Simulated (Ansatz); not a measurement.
# CH₅NSn: up Jacob's ladder to CCSD(T)

How much do the methods differ for CH₅NSn? The plan is to run it at one geometry with functionals of several rungs and with coupled cluster, and see how far each lands from CCSD(T) at the basis-set limit for the atomisation energy.

The runs use Ansatz 0.2.0, Gaussian basis; functionals in def2-TZVPP, the program's frozen cores in correlated methods.

Plan: LDA (SPW92), PBE-D4, revPBE-D4, BLYP-D4, r2SCAN-D4, B97M-V, PBE0-D4, B3LYP-D4, r2SCANh-D4, r2SCAN0-D4, HSE06-D4, BHLYP-D4, CAM-B3LYP-D4, LC-ωPBE, ωB97X-V, ωB97M-V, B2PLYP, PBE-QIDH; CCSD(T)/def2-SVP; CCSD(T)/def2-TZVPP; MP2/def2-QZVPP; extrapolation to the limit; RPA on PBE.

## (1) Structure used throughout

The geometry comes from an earlier relaxation with PBE0-D4 in a triple-zeta def2 set; it is a stationary point, not always the lowest conformer. Sn takes the def2 core potential; no spin-orbit term is included.

SMILES `[CH3][Sn][NH2]`, 8 atoms, charge 0, spin multiplicity 1.

Atoms are counted from 1 here; the program's logs count them from 0.

Bond lengths: C1–Sn2 2.193 Å, C1–H4 1.093 Å, C1–H5 1.091 Å, C1–H6 1.094 Å, Sn2–N3 2.015 Å, N3–H7 1.008 Å, N3–H8 1.009 Å. Angles: Sn2–C1–H4 110.2°, Sn2–C1–H5 111.9°, Sn2–C1–H6 109.4°, H4–C1–H5 108.8°, H4–C1–H6 108.1°, H5–C1–H6 108.4°, C1–Sn2–N3 92.8°, Sn2–N3–H7 123.7°, Sn2–N3–H8 124.9°, H7–N3–H8 111.4°.

## (2) LDA

This LDA is Slater exchange with PW92 correlation.

File in.yaml:

```yaml
crystal:
  periodic: [false, false, false]
  atoms:
    - {symbol: C, position_ang: [-0.740281, 0.930417, -0.609666]}
    - {symbol: Sn, position_ang: [1.321551, 0.707535, 0.102295]}
    - {symbol: N, position_ang: [0.999382, -1.173010, 0.749372]}
    - {symbol: H, position_ang: [-1.016172, 0.080539, -1.239985]}
    - {symbol: H, position_ang: [-0.877360, 1.850757, -1.179764]}
    - {symbol: H, position_ang: [-1.419788, 0.951739, 0.247915]}
    - {symbol: H, position_ang: [1.702356, -1.738306, 1.198486]}
    - {symbol: H, position_ang: [0.122510, -1.666770, 0.675648]}
basis:
  gaussian: {orbitals: def2-TZVPP}
hamiltonian: {xc: lda}
output: {orbitals: {seedname: orbitals}}
```

Further steps of the session: PBE-D4 (GGA); revPBE-D4 (GGA); BLYP-D4 (GGA); r2SCAN-D4 (meta-GGA); B97M-V (meta-GGA); PBE0-D4 (hybrid); B3LYP-D4 (hybrid); r2SCANh-D4 (hybrid); r2SCAN0-D4 (hybrid); HSE06-D4 (hybrid); BHLYP-D4 (hybrid); CAM-B3LYP-D4 (range-separated); LC-ωPBE-D4 (range-separated); ωB97X-V (range-separated); ωB97M-V (range-separated); B2PLYP (double hybrid); PBE-QIDH (double hybrid); CCSD(T) in def2-SVP; CCSD(T) in def2-TZVPP; MP2 in def2-QZVPP; RPA on PBE orbitals.

**Question.** What will the summary of the whole plan be? Wanted: atomisation energy, CCSD(T)/CBS; farthest beyond LDA; mean size of error, GGA; mean size of error, meta-GGA; mean size of error, hybrid; mean size of error, range-separated; mean size of error, double hybrid; gap, smallest and largest; T1 diagnostic.

The runs gave:

```
                               quantity                                                                                    value
        atomisation energy, CCSD(T)/CBS                                                                                27.430 eV
    functionals within 0.274 eV (1.0 %)  BLYP-D4, r2SCAN-D4, B97M-V, PBE0-D4, B3LYP-D4, HSE06-D4, CAM-B3LYP-D4, ωB97X-V, ωB97M-V
                    farthest beyond LDA                                                                     BHLYP-D4 (-0.921 eV)
                mean size of error, GGA                                                                                 0.247 eV
           mean size of error, meta-GGA                                                                                 0.166 eV
             mean size of error, hybrid                                                                                 0.440 eV
    mean size of error, range-separated                                                                                 0.167 eV
      mean size of error, double hybrid                                                                                 0.491 eV
              gap, smallest and largest                                                     2.75 eV (BLYP-D4), 8.91 eV (LC-ωPBE)
                          T1 diagnostic                                                                                   0.0159
triples share of the correlation energy                                                                                    3.5 %
```

In words: The LDA atomisation energy is off by 3.737 eV (14 %): it overbinds. PBE-D4 misses by +0.361 eV. Double hybrids carry the basis error of their MP2 part in triple zeta, and no dispersion term here, so their miss is partly the set-up's. The rungs meta-GGA, range-separated, GGA miss on average by less than the doubt on the reference (0.274 eV), so they tie. Misses under about 0.274 eV are within the doubt on the reference itself, which lacks core-valence correlation, spin-orbit coupling and higher excitations, and its outer-core shells are covered unevenly. All levels share the lack of spin-orbit coupling, which lowers the free heavy atoms and so the true binding. Hartree-Fock recovers 68 % of the binding; the rest is correlation. CCSD(T) in def2-SVP is off by -2.193 eV, worse than the median functional, from the basis alone. The gap grows from 2.7 to 8.9 eV across the functionals, mostly with the share of exact exchange. Correlated methods include outer-core shells of Sn, which these sets cover unevenly.
